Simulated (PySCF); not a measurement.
# C2H3NTe: the cost of one run

Programs: PySCF 2.14.0, with routines of our own; each step states its level. All values are computed. Atoms count from 0.

### Step 1. The system as given

7 atoms, charge 0, multiplicity 1; geometry from: GFN2-xTB.

### Step 2. Optimising the geometry at PBE0-D3(BJ)/def2-SVP

Job settings and geometry (Å):

```
{"job": {"xc": "PBE0", "basis": "def2-SVP", "d3": "d3bj", "grid": 1, "maxiter": 30, "shake": 0.01, "kind": "geom"}, "charge": 0, "multiplicity": 1}
N      0.236650     2.150270     0.763580
C     -0.177230     1.124030     0.507340
C     -0.635050    -0.189210     0.189210
Te     1.094640    -1.576830     0.368580
H     -1.024130    -0.234260    -0.819370
H     -1.367550    -0.510430     0.910540
H      1.906610    -0.792670    -0.798850
```

The run is started by

```
> OMP_NUM_THREADS=1 python heavy_run.py task.json out
```

One launch serves the whole session: the jobs run in the order shown.

Q: Estimate the wall time and peak memory of this first job on 1 thread of Arm Neoverse V1, shared host.

About 14 s, with a peak of 0.36 GiB.
